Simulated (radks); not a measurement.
# Taking charge from the 5d level of Pt⁺ in fractions

An exercise on one series of results from a longer session: the logs are not shown, and one member is left open.

Method: Dirac Kohn-Sham, LDA (Slater exchange, Perdew-Wang correlation), spin-unpolarised, spherical densities, finite nucleus. Code: radks (a radial shooting solver on a logarithmic mesh, Libxc functionals) version 1.

## What is computed

- element: platinum (Z = 78)
- charge: +1
- electrons: 77
- configuration: [Xe] 4f14 5d(3/2: 4, 5/2: 5)
- nuclear rms radius: 5.427 fm

A shell typed twice in an input gives the lower j, then the higher j.

Set-up of the first run:

The run's settings:

```text
Z 78
configuration [Xe] 4f14 5d4 5d5
relativity Dirac
functional lda,pw
spin unpolarised
j_filling energy
nucleus finite rms 5.427 fm
c 137.035999084
```

Among the steps run: Start: [Xe] 4f14 5d(3/2: 4, 5/2: 5).

One of the session's tables, all rows but one given; the rest of the session is left out.

It belongs to the step «Start: [Xe] 4f14 5d(3/2: 4, 5/2: 5)». Sizes of the orbitals, from the radial functions (bohr):

```
level     <r>  outermost maximum (interpolated)  90 % within  nodes
4d5/2  0.4732                             0.423        0.707      1
5s1/2  0.9530                             0.869         1.36      4
4f5/2       ?                                 ?            ?      ?
4f7/2  0.5200                             0.387        0.840      0
5p1/2   1.034                             0.921         1.50      3
5p3/2   1.136                              1.00         1.66      3
5d3/2   1.608                              1.24         2.52      2
5d5/2   1.680                              1.28         2.65      2
```

Q: Estimate the row for 4f5/2 from the others.

**Answer.** <r>: 0.5127; outermost maximum (interpolated): 0.382; 90 % within: 0.828; nodes: 0. In the column «<r>» it lies between 4d5/2 (0.4732) and 4f7/2 (0.5200).
